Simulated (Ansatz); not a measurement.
# Bi2Se3 (Paraguanajuatite): the cost of one run

Computed with Ansatz 0.2.0, driven from Python. The levels of theory stand in the script.

## (1) The structure

The structure is trigonal, space group R-3m (No. 166). The conventional cell has a = 4.143 Å, b = 4.143 Å, c = 28.636 Å, α = 90.00°, β = 90.00°, γ = 120.00°. Bi (site symmetry 3m) has 6 Se at 2.85 to 3.07 Å as nearest neighbours. Around Se (site symmetry -3m) lie 6 Bi at 3.07 Å. Around Se (site symmetry 3m) lie 3 Bi at 2.85 Å.

The script holds or builds the structure itself.

## (2) Script

The input, soc.py:

```python
import ansatz as az

XC = "PBE"
KMESH = (6, 6, 6)
FILLING = "fixed"


def main() -> None:
    crystal = (
        az.Lattice.from_parameters(4.143, 4.143, 28.636, alpha=90, beta=90, gamma=120)
        .space_group(166)
        .atom("Bi", (2 / 3, 1 / 3, 0.73413))
        .atom("Se", (0.0, 0.0, 0.0))
        .atom("Se", (1 / 3, 2 / 3, 0.87837))
        .primitive()
    )

    job = (
        crystal.calculation()
        .functional(XC)
        .basis(16 * az.Ha)
        .kpoints(*KMESH)
        .occupations(FILLING)
        .band_table()
    )
    for label, variant in (("scalar-relativistic", job), ("spin-orbit", job.spin(soc=True))):
        r = variant.run(threads=1, backend="cpu").report
        zero = r["band_edges_ev"][0] if r.get("band_edges_ev") else r["fermi_energy_ev"]
        near = [round(e - zero, 3) for e in r["eigenvalues_ev"][0] if abs(e - zero) < 3]
        print(label)
        print("  band edges (eV):", [round(e, 3) for e in r.get("band_edges_ev") or []] or "none reported")
        print("  levels at k =", r["kpoints_frac"][0], "within 3 eV of the zero:", near)


if __name__ == "__main__":
    main()
```

## (3) What the engine is handed

The engine receives this input (first run):

```yaml
crystal:
  lattice:
    a: 4.143
    b: 4.143
    c: 28.636
    alpha: 90.0
    beta: 90.0
    gamma: 120.0
  space_group: 166
  atoms:
    - { symbol: Bi, position: [0.6666666666666666, 0.3333333333333333, 0.73413] }
    - { symbol: Se, position: [0.0, 0.0, 0.0] }
    - { symbol: Se, position: [0.3333333333333333, 0.6666666666666666, 0.87837] }
  reduce_to_primitive: true
basis:
  ecutwfc: 435.382179935808
kpoints:
  mp_grid:
    grid: [6, 6, 6]
hamiltonian:
  xc: pbe
scf:
  occupations:
    method: fixed
output:
  eigenvalues: true
```

## (4) The run

The run is started by

```
python soc.py
```

Q: Estimate wall time and peak memory on 1 thread of Arm Neoverse V1, shared host.

About 1.9 min, with a peak of 1.1 GiB.
